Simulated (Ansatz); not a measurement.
# SiC (Moissanite): the cost of one run

Program: Ansatz 0.2.0, driven from Python. Level of theory: DFT PBE, plane waves, PAW. These are calculated values, not measurements.

### Step 1. The structure

It takes space group P6_3mc (No. 186, hexagonal). The conventional cell has a = 3.076 Å, b = 3.076 Å, c = 5.048 Å, α = 90.00°, β = 90.00°, γ = 120.00°. Si (site symmetry 3m) is surrounded by 4 C at 1.87 to 1.94 Å. Around C (site symmetry 3m) lie 4 Si at 1.87 to 1.94 Å.

The script holds or builds the structure itself.

### Step 2. The code

Input file run_eos.py:

```python
"""Bulk modulus of SiC from an E(V) curve."""

from dataclasses import dataclass

import ansatz as az
import numpy as np
from scipy.optimize import curve_fit


@dataclass(frozen=True)
class Options:
    smearing: str = "fermi_dirac"
    sigma: float = 0.05
    tolerance: float = 1e-10
    ecut: int = 500
    kgrid: tuple[int, ...] = (12, 12, 4)


opts = Options()

VECTORS = np.array([
    [3.076, 0.0, 0.0],
    [-1.538, 2.66389414, 0.0],
    [0.0, 0.0, 5.048],
])
SITES = [
    ("Si", (1 / 3, 2 / 3, 0.0)),
    ("Si", (2 / 3, 1 / 3, 0.5)),
    ("C", (1 / 3, 2 / 3, 0.385)),
    ("C", (2 / 3, 1 / 3, 0.885)),
]


def crystal_on(cell):
    crystal = az.Crystal(lattice=az.Lattice.of(cell))
    for symbol, position in SITES:
        crystal = crystal.atom(symbol, position)
    return crystal

def vinet(v, e0, v0, b0, b1):
    eta = (v / v0) ** (1 / 3)
    return e0 + 2 * b0 * v0 / (b1 - 1) ** 2 * (2 - (5 + 3 * b1 * (eta - 1) - 3 * eta) * np.exp(-1.5 * (b1 - 1) * (eta - 1)))

# uniform scaling of the cell
volumes, energies = [], []
for scale in np.linspace(0.9, 1.1, 9):
    cell = VECTORS * scale ** (1 / 3)
    setup = (
        crystal_on(cell).calculation()
        .functional(az.Functional.PBE)
        .occupations(opts.smearing, width=opts.sigma)
        .scf(tolerance=opts.tolerance)
        .basis(opts.ecut)
        .kpoints(*opts.kgrid)
    )
    data = setup.run(threads=1).report
    volumes.append(abs(np.linalg.det(cell)) / len(SITES))
    energies.append(data["free_energy_ev"] / len(SITES))
    print(f"V = {volumes[-1]:8.4f} A^3/atom  F = {energies[-1]:.5f} eV/atom")

guess = (min(energies), volumes[int(np.argmin(energies))], 0.5, 4.5)
(e0, v0, b0, b1), _ = curve_fit(vinet, np.array(volumes), np.array(energies), p0=guess, maxfev=20000)
print(f"Vinet fit: V0 = {v0:.4f} A^3/atom, B0 = {160.21766 * b0:.1f} GPa, B1 = {b1:.2f}")
print("largest residual", round(1000 * float(np.abs(vinet(np.array(volumes), e0, v0, b0, b1) - energies).max()), 3), "meV/atom")
```

### Step 3. What the engine is handed

The engine receives this input (first run):

```yaml
crystal:
  lattice:
    - [2.9698453470469173, 0.0, 0.0]
    - [-1.4849226735234586, 2.571961513883143, 0.0]
    - [0.0, 0.0, 4.8737904134892185]
  atoms:
    - { symbol: Si, position: [0.3333333333333333, 0.6666666666666666, 0.0] }
    - { symbol: Si, position: [0.6666666666666666, 0.3333333333333333, 0.5] }
    - { symbol: C, position: [0.3333333333333333, 0.6666666666666666, 0.385] }
    - { symbol: C, position: [0.6666666666666666, 0.3333333333333333, 0.885] }
basis:
  ecutwfc: 500.0
kpoints:
  mp_grid:
    grid: [12, 12, 4]
hamiltonian:
  xc: pbe
scf:
  convergence:
    dr2_threshold: 1.0e-10
  occupations:
    method: fermi_dirac
    width: 0.05
```

### Step 4. Running it

Run with:

```
$ python run_eos.py
```

Q: Estimate wall time and peak memory on 1 thread of Arm Neoverse V1, shared host.

About 31 s, with a peak of 0.43 GiB.
